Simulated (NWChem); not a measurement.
# One shape, several levels: CH7BSi2 (SMILES CB1[SiH2][SiH2]1)

Wanted: a comparison of 3 runs (SVWN5/6-31G*, M06-2X/6-31G*, B3LYP/6-31G*) of CH7BSi2. 

The results are computed with NWChem 7.3.0.

2 further runs of the same task are left out: 2 set aside as unsound or not needed. Runs told in other sessions of the task aren't counted.

### 1 The structure to begin with

CH7BSi2: 11 atoms, total charge 0, spin state singlet. SMILES: `CB1[SiH2][SiH2]1`. Geometry: relaxed at PBE0-D4/def2-TZVP.

Bond lengths: C1–B2 1.566 Å, B2–Si3 1.907 Å, B2–Si4 1.907 Å, C1–H5 1.092 Å, C1–H6 1.099 Å, C1–H7 1.092 Å, Si3–H8 1.482 Å, Si3–H9 1.489 Å, Si4–H10 1.489 Å, Si4–H11 1.482 Å. Some angles: C1–B2–Si3 130.2°, C1–B2–Si4 130.2°, Si3–B2–Si4 83.2°, B2–C1–H5 114.1°, B2–C1–H6 106.3°, B2–C1–H7 114.1°, B2–Si3–H8 124.3°, B2–Si3–H9 125.0°, B2–Si4–H10 124.9°, B2–Si4–H11 124.3°. A long bond or contact: Si3–Si4 2.531 Å.

### 2 Energy and gradient at SVWN5/6-31G(d) (spherical functions) (run 1)

nw.xyz

```xyz
11

C     -0.263900     1.793500     0.099500
B     -0.450600     0.243000    -0.016600
Si     0.018800    -1.148600     1.199400
Si     0.210300    -0.982900    -1.318800
H      0.165600     2.121800     1.048800
H     -1.271300     2.229100     0.051100
H      0.301000     2.238000    -0.723000
H     -0.479200    -2.541300     1.107000
H      0.876900    -0.975400     2.403900
H      1.239000    -0.662800    -2.346600
H     -0.281200    -2.371200    -1.484200
```

nw.nw

```
echo
start nw
memory stack 880 mb heap 220 mb global 1100 mb
charge 0
geometry units angstrom noautosym nocenter noautoz
 load nw.xyz
end
basis "ao basis" spherical bse
 * library 6-31G*
end
dft
 xc slater vwn_5
 mult 1
 grid xfine
 convergence energy 1e-08
 iterations 100
 mulliken
 print low
end
task dft gradient
```

Started as:

```bash
nwchem nw.nw > nw.out
```

Log:

```text
[...]
 d= 0,ls=0.0,diis     1   -642.9837397492 -8.24D+02  9.41D-03  4.20D-01     2.1
[...]
 d= 0,ls=0.0,diis    11   -643.0226353867 -1.10D-09  2.05D-07  2.06D-10    14.9
         Total DFT energy =     -643.022635386718
      One electron energy =    -1252.027655680972
           Coulomb energy =      478.350149436821
    Exchange-Corr. energy =      -50.821570715612
 Nuclear repulsion energy =      181.476441573045
[...]
      Total Density - Mulliken Population Analysis
     ---------------------------------------------
    Atom       Charge   Shell Charges
 -----------   ------   -------------------------------------------------------
    1 C    6     6.67   2.00  0.66  2.16  0.67  1.16  0.02
    2 B    5     4.83   1.99  0.56  1.46  0.38  0.42  0.03
    3 Si  14    14.08   2.00  2.00  5.95  1.06  1.98  0.32  0.67  0.10
    4 Si  14    14.08   2.00  2.00  5.95  1.06  1.98  0.32  0.67  0.10
    5 H    1     0.81   0.49  0.31
    6 H    1     0.80   0.49  0.31
    7 H    1     0.81   0.49  0.31
    8 H    1     0.98   0.47  0.51
    9 H    1     0.99   0.47  0.52
   10 H    1     0.99   0.47  0.52
[...]
                         DFT ENERGY GRADIENTS
    atom               coordinates                        gradient
                 x          y          z           x          y          z
   1 C      -0.498699   3.389224   0.188028    0.000017   0.011500   0.000709
   2 B      -0.851511   0.459203  -0.031369   -0.001051  -0.002856  -0.000299
   3 Si      0.035527  -2.170539   2.266537    0.002999  -0.005338   0.003498
   4 Si      0.397409  -1.857412  -2.492171    0.003509  -0.004828  -0.003678
   5 H       0.312939   4.009621   1.981945   -0.002924  -0.002397  -0.007231
   6 H      -2.402409   4.212388   0.096565    0.007107  -0.002938   0.000353
   7 H       0.568808   4.229207  -1.366272   -0.003992  -0.003326   0.006382
   8 H      -0.905557  -4.802361   2.091927    0.001274   0.005640   0.000461
   9 H       1.657101  -1.843239   4.542712   -0.003808  -0.000279  -0.004284
  10 H       2.341370  -1.252510  -4.434431   -0.004405  -0.000795   0.003608
  11 H      -0.531391  -4.480918  -2.804731    0.001275   0.005617   0.000480
[...]
```

Wall time 20 s (1 thread of AMD EPYC 9R45 (Zen 5), shared host); peak memory 0.15 GiB.

### 3 Energy and forces at M06-2X/6-31G(d) (spherical functions) (run 2)

m1.xyz

```xyz
11
CH7BSi2 M06-2X
C     -0.263900     1.793500     0.099500
B     -0.450600     0.243000    -0.016600
Si     0.018800    -1.148600     1.199400
Si     0.210300    -0.982900    -1.318800
H      0.165600     2.121800     1.048800
H     -1.271300     2.229100     0.051100
H      0.301000     2.238000    -0.723000
H     -0.479200    -2.541300     1.107000
H      0.876900    -0.975400     2.403900
H      1.239000    -0.662800    -2.346600
H     -0.281200    -2.371200    -1.484200
```

run.py

```python
from ase.io import read
from ase.calculators.nwchem import NWChem

mol = read('m1.xyz')

calc = NWChem(
    label='m1',
    theory='dft',
    memory='2200 mb',
    basis='6-31G*',
    basispar='spherical bse',
    dft={'xc': 'm06-2x', 'mult': '1', 'grid': 'xfine', 'convergence': 'energy 1e-08', 'iterations': '100', 'mulliken': None},
)
mol.calc = calc

forces = mol.get_forces()
print(f"energy = {mol.get_potential_energy():.6f} eV")
print("forces (eV/A):")
for s, f in zip(mol.symbols, forces):
    print(f"{s:2s} {f[0]:10.5f} {f[1]:10.5f} {f[2]:10.5f}")
print("dipole (e A):", mol.get_dipole_moment().round(4))
```

Started as:

```bash
export ASE_NWCHEM_COMMAND="nwchem PREFIX.nwi > PREFIX.nwo"
python run.py
```

Log:

```text
energy = -17576.991789 eV
forces (eV/A):
C    -0.00267    0.17391    0.01358
B    -0.05127   -0.24251   -0.01810
Si   -0.01064   -0.01897    0.10716
Si    0.00843   -0.00710   -0.10835
H     0.03430    0.00715    0.03954
H    -0.03193    0.01152   -0.00180
H     0.04145    0.01394   -0.03522
H     0.02941    0.04926    0.01759
H    -0.01928   -0.01574   -0.06227
H    -0.02864   -0.02365    0.05471
H     0.03080    0.05214   -0.00689
dipole (e A): [0.0065 0.0469 0.0034]
```

The calculator wrote m1.nwi:

```
title "m1"

permanent_dir m1

scratch_dir m1

start m1

geometry units angstrom nocenter noautosym noautoz
  C  -2.6390000000000002e-01 1.7935000000000001e+00 9.9500000000000005e-02
  B  -4.5060000000000000e-01 2.4299999999999999e-01 -1.6600000000000000e-02
  Si 1.8800000000000001e-02 -1.1486000000000001e+00 1.1994000000000000e+00
  Si 2.1029999999999999e-01 -9.8290000000000000e-01 -1.3188000000000000e+00
  H  1.6560000000000000e-01 2.1217999999999999e+00 1.0488000000000000e+00
  H  -1.2713000000000001e+00 2.2290999999999999e+00 5.1100000000000000e-02
  H  3.0099999999999999e-01 2.2380000000000000e+00 -7.2299999999999998e-01
  H  -4.7920000000000001e-01 -2.5413000000000001e+00 1.1070000000000000e+00
  H  8.7690000000000001e-01 -9.7540000000000004e-01 2.4039000000000001e+00
  H  1.2390000000000001e+00 -6.6279999999999994e-01 -2.3466000000000000e+00
  H  -2.8120000000000001e-01 -2.3712000000000000e+00 -1.4842000000000000e+00
end

memory 2200 mb

basis spherical bse noprint
   * library 6-31G*
end

dft
  xc m06-2x
  mult 1
  grid xfine
  convergence energy 1e-08
  iterations 100
  mulliken
end

task dft gradient
```

m1.nwo:

```text
Northwest Computational Chemistry Package (NWChem) 7.3.0
             --------------------------------------------------------

           Job information
           ---------------

    nwchem branch   = 7.3.0
    use scalapack   = T
    input           = m1.nwi
    prefix          = m1.
    data base       = m1/m1.db
    status          = startup
    nproc           =        1

           Memory information
           ------------------

    heap     =     72089600 doubles =      550.0 Mbytes
    stack    =     72089597 doubles =      550.0 Mbytes
    global   =    144179200 doubles =     1100.0 Mbytes (distinct from heap & stack)
    total    =    288358397 doubles =     2200.0 Mbytes
    verify   = yes
    hardfail = no

[... 110 lines left out ...]
  convergence criterion.
[... 39 lines left out ...]
          Spatial weights used:  Erf1
[... 74 lines left out ...]
         Total DFT energy =     -645.942539411978
[... 3 lines left out ...]
 Nuclear repulsion energy =      181.476441573044
[... 624 lines left out ...]
          Convergence on gradient requested:  5.00D-04
[... 26 lines left out ...]
          total energy or number of iterations.
[... 26 lines left out ...]
                         DFT ENERGY GRADIENTS

    atom               coordinates                        gradient
                 x          y          z           x          y          z
   1 C      -0.498699   3.389224   0.188028    0.000052  -0.003382  -0.000264
   2 B      -0.851511   0.459203  -0.031369    0.000997   0.004716   0.000352
   3 Si      0.035527  -2.170539   2.266537    0.000207   0.000369  -0.002084
[... 7 lines of this table left out ...]
  11 H      -0.531391  -4.480918  -2.804731   -0.000599  -0.001014   0.000134

                 ----------------------------------------
                 |  Time  |  1-e(secs)   |  2-e(secs)   |
                 ----------------------------------------
                 |  CPU   |       0.01   |       2.33   |
                 ----------------------------------------
                 |  WALL  |       0.01   |       2.33   |
                 ----------------------------------------

 Task  times  cpu:       41.3s     wall:       41.3s
 Total times  cpu:       41.3s     wall:       41.3s
```

Run time: 42 s. Hardware: 1 thread of AMD EPYC 9R45 (Zen 5), shared host; peak memory 0.15 GiB.

### 4 Energy and forces at B3LYP/6-31G(d) (Cartesian functions) (run 3)

geom.nw

```
START geom
TITLE "CH7BSi2"
memory stack 880 mb heap 220 mb global 1100 mb
charge 0

GEOMETRY units au noautosym nocenter noautoz
   C   -0.49869872   3.38922380   0.18802775
   B   -0.85151059   0.45920345  -0.03136945
   Si   0.03552685  -2.17053943   2.26653751
   Si   0.39740940  -1.85741181  -2.49217081
   H    0.31293865   4.00962089   1.98194476
   H   -2.40240882   4.21238850   0.09656500
   H    0.56880756   4.22920707  -1.36627199
   H   -0.90555676  -4.80236100   2.09192682
   H    1.65710084  -1.84323886   4.54271263
   H    2.34137067  -1.25251048  -4.43443132
   H   -0.53139099  -4.48091859  -2.80473151
END

BASIS cartesian
   * library 6-31G*
END

DFT
   xc b3lyp
   grid xfine
   convergence energy 1e-08
   maxiter 100
   mulliken
END

TASK dft gradient
```

Started as:

```bash
nwchem geom.nw > geom.out
```

Log:

```text
[...]
          Wavefunction type:  closed shell.
          No. of atoms     :    11
          No. of electrons :    46
[...]
          Charge           :     0
          Spin multiplicity:     1
[...]
          AO basis - number of functions:    82
[...]
              XC Information
              --------------
                         B3LYP Method XC Potential
                     Hartree-Fock (Exact) Exchange  0.200
                        Slater Exchange Functional  0.800 local
                    Becke 1988 Exchange Functional  0.720 non-local
              Lee-Yang-Parr Correlation Functional  0.810
                  VWN I RPA Correlation Functional  0.190 local
[...]
 d= 0,ls=0.0,diis     1   -646.0459517778 -8.28D+02  8.90D-03  3.83D-01     3.3
[...]
 d= 0,ls=0.0,diis     8   -646.0874883062 -5.70D-09  5.97D-06  2.16D-07    21.3
         Total DFT energy =     -646.087488306154
      One electron energy =    -1251.867926387819
           Coulomb energy =      478.226812976136
    Exchange-Corr. energy =      -53.922803507756
 Nuclear repulsion energy =      181.476428613286
[...]
  wavefunction    = closed shell
                         DFT ENERGY GRADIENTS
    atom               coordinates                        gradient
                 x          y          z           x          y          z
   1 C      -0.498699   3.389224   0.188028    0.000787  -0.001476  -0.000082
   2 B      -0.851511   0.459203  -0.031369    0.000990   0.001965   0.000170
   3 Si      0.035527  -2.170539   2.266538    0.000402   0.001587  -0.005277
   4 Si      0.397409  -1.857412  -2.492171   -0.000461   0.000926   0.005426
   5 H       0.312939   4.009621   1.981945   -0.001090  -0.001170  -0.001794
   6 H      -2.402409   4.212389   0.096565    0.001793  -0.001402   0.000047
   7 H       0.568808   4.229207  -1.366272   -0.001368  -0.001422   0.001490
   8 H      -0.905557  -4.802361   2.091927    0.000074   0.000360  -0.000983
   9 H       1.657101  -1.843239   4.542713   -0.000495   0.000244  -0.000481
  10 H       2.341371  -1.252510  -4.434431   -0.000558   0.000186   0.000453
  11 H      -0.531391  -4.480919  -2.804732   -0.000072   0.000204   0.001030
[...]
```

It took 27 s on 1 thread of AMD EPYC 9R45 (Zen 5), shared host; peak memory 0.16 GiB.

### 5 The series

| run | level | Cartesian functions | energy (Eh) | largest force (eV/Å) | wall time |
| --- | --- | --- | --- | --- | --- |
| 1 | SVWN5/6-31G* (spherical functions) | no | -643.022635 | 0.592 | 20 s |
| 2 | M06-2X/6-31G* (spherical functions) | no | -645.942539 | 0.249 | 42 s |
| 3 | B3LYP/6-31G* (Cartesian functions) | yes | -646.087488 | 0.284 | 27 s |

### 6 Results

| quantity | value |
| --- | --- |
| run 3: total energy | -646.08749 Eh |
| run 3: dipole moment | 0.33 D |
| run 3: HOMO energy | -6.17 eV |
| run 3: LUMO energy | -1.42 eV |
| run 3: HOMO–LUMO gap | 4.75 eV |
| run 3: largest force on an atom | 0.284 eV/Å |

What this shows: Totals of different functionals can't be ranked against each other. All runs together took 89 s, the longest 42 s.
